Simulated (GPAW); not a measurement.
Set up this calculation in GPAW 26.7.0, as an ASE script.

```yaml
Task: relaxation of the atoms
Functional: LDA
Potentials_or_basis: the program's PAW data sets (release 1.2.1) made for this functional
Cutoff: 450 eV
Basis: pw
k_mesh: 8 × 8 × 1
Occupations: fermi-dirac, width 0.05 eV
Spin: collinear spin, ferromagnetic start
Starting_moments: "[2.0, 2.0, 2.0, 2.0, 2.0, 2.0] μB"
Maxiter: 150
Dipole_layer: yes
Optimizer: BFGS
Fmax: 0.02 eV/Å
Max_steps: 60
```

The structure of Co lies in Co.xyz:

```xyz
6
Lattice="2.4873648738 0.0000000000 0.0000000000 -1.2436824369 2.1541211692 0.0000000000 0.0000000000 0.0000000000 25.2383600000" Properties=species:S:1:pos:R:3 pbc="T T T"
Co     0.0000000000      1.4360807651      7.5000000007
Co     1.2436824369      0.7180404041      9.6117809470
Co     0.0000000000      1.4360807651     11.5632895041
Co     1.2436824369      0.7180404041     13.6750704504
Co     0.0000000000      1.4360807651     15.6265790076
Co     1.2436824369      0.7180404041     17.7383599539
```

The slab is cut from a database's or a generator's crystal, which needn't be the stable form of the element.

The cell isn't the ideal one: the (0 0 1) slab of Co, cut from the database cell, not relaxed.

One way to write it, as run:

run.py

```python
import numpy as np
from ase.io import read, write
from ase.optimize import BFGS
from gpaw import GPAW, PW

atoms = read('Co.xyz')
atoms.set_initial_magnetic_moments([2.0, 2.0, 2.0, 2.0, 2.0, 2.0])
atoms.pbc = (True, True, False)

calc = GPAW(mode=PW(450),
            xc='LDA',
            kpts={'size': (8, 8, 1), 'gamma': True},
            occupations={'name': 'fermi-dirac', 'width': 0.05},
            nbands=53,
            convergence={'density': 1e-05, 'energy': 1e-05},
            maxiter=150,
            poissonsolver={'dipolelayer': 'xy'},
            txt='gpaw.txt')
atoms.calc = calc
opt = BFGS(atoms, trajectory='relax.traj', logfile='-')
done = opt.run(fmax=0.02, steps=60)
calc.write('gs.gpw')
write('result.traj', atoms)
print('Converged:', done)
print('Cell:', atoms.cell.cellpar().round(4))
print('Volume:', round(atoms.get_volume(), 4))
print(atoms.get_scaled_positions().round(5))

v = calc.get_electrostatic_potential().mean(axis=(0, 1))
z = np.arange(len(v)) * atoms.cell[2, 2] / len(v)
ef = calc.get_fermi_level()
np.savetxt('planar.dat', np.c_[z, v], fmt='%.4f')
below, above = np.interp([1.5, atoms.cell[2, 2] - 1.5], z, v) - ef
print(f'Work functions: bottom {below:.4f} eV, top {above:.4f} eV')
print('Dipole moment:', *calc.get_dipole_moment().round(5), 'e A')
```

Potentials or basis: the program's PAW data sets (release 1.2.1) made for this functional, pw.

Run with:

```sh
$ OMP_NUM_THREADS=1 python run.py
```

It gave:

The energy gained by relaxing is 64.4 meV/atom and the ionic steps are 13. The largest force after relaxing is 0.016 eV/Å. The band gap on the k mesh is none (metal or under the smearing width), the net moment is 10.08 μB per cell and the site moments are Co +1.76, +1.69, +1.66 μB. The dipole across the slab is 0.00 e·Å and the work function of the upper face is 5.35 eV. The work function of the lower face is 5.35 eV.

Caveat: the k mesh is coarse (spacing up to 0.36 Å⁻¹), so the values aren't converged; the cutoff is short for stress and forces, so pressures can be off by a GPa or more; each step starts from the last one's moments, so a moment once lost doesn't come back; later steps reuse the first step's grids.

Wall time 25 min on 1 thread of Arm Neoverse V2 (shared host), peak memory 0.25 GiB.
